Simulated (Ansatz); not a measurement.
**CH3F4NbO: one species, many methods**

The task here is to estimate one member of a computed series from the others.

Computed with Ansatz 0.2.0, Gaussian basis. Level: functionals in def2-TZVPP, the program's frozen cores in correlated methods.

Levels to be run: LDA (SPW92), PBE-D4, revPBE-D4, BLYP-D4, r2SCAN-D4, B97M-V, PBE0-D4, B3LYP-D4, r2SCANh-D4, r2SCAN0-D4, HSE06-D4, BHLYP-D4, CAM-B3LYP-D4, LC-ωPBE, ωB97X-V, ωB97M-V, B2PLYP, PBE-QIDH; CCSD(T)/def2-SVP; MP2/def2-TZVPP; MP2/def2-QZVPP; RPA on PBE.

### The relaxed structure

All runs share one geometry, relaxed beforehand with PBE0-D4 in a triple-zeta def2 set. Nb takes the def2 core potential; no spin-orbit term is included.

SMILES `C[O][Nb]([F])([F])([F])[F]`, 10 atoms, charge 0, spin multiplicity 1.

Atoms are counted from 1 here; the program's logs count them from 0.

Bond lengths: C1–O2 1.411 Å, C1–H8 1.093 Å, C1–H9 1.091 Å, C1–H10 1.091 Å, O2–Nb3 1.827 Å, Nb3–F4 1.884 Å, Nb3–F5 1.851 Å, Nb3–F6 1.851 Å, Nb3–F7 1.872 Å. Angles: O2–C1–H8 109.6°, O2–C1–H9 108.8°, O2–C1–H10 108.8°, H8–C1–H9 110.0°, H8–C1–H10 110.0°, H9–C1–H10 109.7°, C1–O2–Nb3 142.9°, O2–Nb3–F4 90.9°, O2–Nb3–F5 116.4°, O2–Nb3–F6 116.5°, O2–Nb3–F7 95.7°, F4–Nb3–F5 87.9°, F4–Nb3–F6 87.9°, F4–Nb3–F7 173.5°, F5–Nb3–F6 127.0°, F5–Nb3–F7 89.2°, F6–Nb3–F7 89.2°.

Geometry (Å):

```xyz
10
CH3F4NbO
C     0.30475   -1.72330    0.00809
O     0.61645   -0.34796    0.06627
Nb   -0.12977    1.31820    0.00493
F    -1.84522    0.57233   -0.21803
F    -0.31549    2.07635   -1.67295
F    -0.71819    2.01768    1.61402
F     1.48006    2.25000    0.21900
H    -0.77282   -1.84991   -0.12238
H     0.62604   -2.19588    0.93731
H     0.83718   -2.16883   -0.83335
```

The first run:

in.yaml reads:

```yaml
crystal:
  periodic: [false, false, false]
  atoms:
    - {symbol: C, position_ang: [0.304754, -1.723295, 0.008086]}
    - {symbol: O, position_ang: [0.616451, -0.347955, 0.066273]}
    - {symbol: Nb, position_ang: [-0.129774, 1.318195, 0.004931]}
    - {symbol: F, position_ang: [-1.845222, 0.572333, -0.218030]}
    - {symbol: F, position_ang: [-0.315486, 2.076347, -1.672954]}
    - {symbol: F, position_ang: [-0.718189, 2.017683, 1.614016]}
    - {symbol: F, position_ang: [1.480065, 2.250004, 0.219003]}
    - {symbol: H, position_ang: [-0.772819, -1.849907, -0.122384]}
    - {symbol: H, position_ang: [0.626040, -2.195876, 0.937307]}
    - {symbol: H, position_ang: [0.837180, -2.168829, -0.833349]}
basis:
  gaussian: {orbitals: def2-TZVPP}
hamiltonian: {xc: lda}
output: {orbitals: {seedname: orbitals}}
```

Launch:

```
> ansatz run in.yaml --threads 4 --pin off --events-out ev --progress --plain --max-ram 11315MiB
```

Steps of the session up to this table: LDA; PBE-D4 (GGA); revPBE-D4 (GGA); BLYP-D4 (GGA); r2SCAN-D4 (meta-GGA); B97M-V (meta-GGA); B3LYP-D4 (hybrid); r2SCANh-D4 (hybrid); r2SCAN0-D4 (hybrid); HSE06-D4 (hybrid); BHLYP-D4 (hybrid); CAM-B3LYP-D4 (range-separated); LC-ωPBE (range-separated); ωB97X-V (range-separated); ωB97M-V (range-separated); B2PLYP (double hybrid); PBE-QIDH (double hybrid).

One of the session's tables, all rows but one given; the rest of the session is left out.

It belongs to the step «Frontier levels by functional». 

| functional | HOMO (eV) | LUMO (eV) | gap (eV) |
| --- | --- | --- | --- |
| LDA (SPW92) | -8.61 | -3.65 | 4.96 |
| PBE-D4 | -8.42 | -3.39 | 5.03 |
| revPBE-D4 | -8.35 | -3.29 | 5.06 |
| BLYP-D4 | -8.35 | -3.31 | 5.04 |
| r2SCAN-D4 | -8.81 | -3.36 | 5.46 |
| B97M-V | -8.92 | -3.33 | 5.59 |
| PBE0-D4 | -10.08 | -2.68 | 7.40 |
| B3LYP-D4 | -9.85 | -2.92 | 6.93 |
| r2SCANh-D4 | -9.43 | -3.08 | 6.35 |
| r2SCAN0-D4 | -10.35 | -2.64 | 7.70 |
| HSE06-D4 | -9.67 | -3.06 | 6.61 |
| BHLYP-D4 | ? | ? | ? |
| CAM-B3LYP-D4 | -11.56 | -1.56 | 10.00 |
| LC-ωPBE | -12.87 | -0.28 | 12.58 |
| ωB97X-V | -12.53 | -0.39 | 12.14 |
| ωB97M-V | -12.45 | -0.44 | 12.01 |

**Question.** Estimate the row for BHLYP-D4.

Worked estimate for «HOMO (eV)». Against the share of exact exchange, BLYP-D4 (0, -8.35), B3LYP-D4 (0.2, -9.85) give a slope of -7.50 per unit share; at 0.5 the line stands at -12.10.

**Answer.** HOMO (eV): -11.68; LUMO (eV): -1.79; gap (eV): 9.88. In «HOMO (eV)» the line misses by -0.42.
